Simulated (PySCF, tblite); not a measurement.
# C₂H₄FO₃S radical: geometry, infrared bands and EPR parameters

What infrared bands and EPR parameters should C₂H₄FO₃S radical (`O=S(=O)(O)[CH]CF`) show?

Programs: tblite 0.8.0 and PySCF 2.14.0, with density-fitted response routines of our own. Each step states its level of theory. These are calculated values for one molecule in the gas phase, unless marked as measured. Atoms count from 0, in the outputs and in this text.

### 1 The molecule as given

11 atoms, charge 0, multiplicity 2; geometry from: force field or distance geometry start.

Bonds of the start (Å): O0–S1 1.46, S1–O2 1.43, S1–O3 1.61, S1–C4 1.69, C4–C5 1.47, C5–F6 1.36, O3–H7 0.99, C4–H8 1.08, C5–H9 1.09, C5–H10 1.09.

### 2 Geometry optimisation with GFN2-xTB

The job: settings as JSON, then the geometry in Å.

```
{"job": {"kind": "relax", "xc": "GFN2-xTB", "basis": "xTB"}, "charge": 0, "multiplicity": 2}
O      1.515200    -0.118500     1.443000
S      1.033400     0.391100     0.163800
O      0.898500     1.797100    -0.071300
O      2.063400    -0.181200    -0.934400
C     -0.372700    -0.436900    -0.288100
C     -1.632600    -0.036600     0.350000
F     -2.602200    -0.934100     0.048600
H      2.950000    -0.267500    -0.496100
H     -0.345000    -1.142600    -1.109000
H     -1.967400     0.939400    -0.002400
H     -1.535200    -0.007500     1.439700
```

The run is started by

```bash
$ OMP_NUM_THREADS=1 python probes_run.py task.json out
```

This one command runs all jobs of the session in turn.

**Question.** This job is followed by: GFN2-xTB harmonic vibrations, gas phase; UKS B3LYP, pcH-1 on C F H O S, non-relativistic, mean-field spin-orbit, GIAO. What will the session give for the following? strongest single infrared mode (GFN2-xTB); zero-point energy (GFN2-xTB); g(iso) (B3LYP); ⟨S²⟩; largest a(iso) (averaged by class); potential on the surface of density 0.002 e/bohr³, 1st and 99th percentile.

The runs gave:

| quantity | value |
| --- | --- |
| strongest single infrared mode (GFN2-xTB) | 1298 cm⁻¹, 318 km/mol |
| zero-point energy (GFN2-xTB) | 40.3 kcal/mol |
| g(iso) (B3LYP) | 2.00243 |
| ⟨S²⟩ | 0.754 (exact 0.75) |
| largest a(iso) (averaged by class) | 1H on H9, H10, 137.2 MHz |
| potential on the surface of density 0.002 e/bohr³, 1st and 99th percentile | -1.30 V and 2.94 V |

In words: Over 155 steps the energy fell by 0.226 eV; of the close pairs, S1–C4 changed most, 1.693 to 1.745 Å. All 27 modes are real, so the xTB geometry is a minimum. The strongest single mode, at 1298 cm⁻¹, has its largest shares on S1, O0 and O2 (the list is cut at 3 atoms). Unscaled tight-binding wavenumbers are off by several per cent, some by more. Its intensities can rank the bands wrongly. C4 carries the largest spin population, 0.96 e. The isotropic g lies 0.1 ppt above the free-electron value. The conformer search found further structures of the same energy, which may be mirror or relabelled copies of this one.
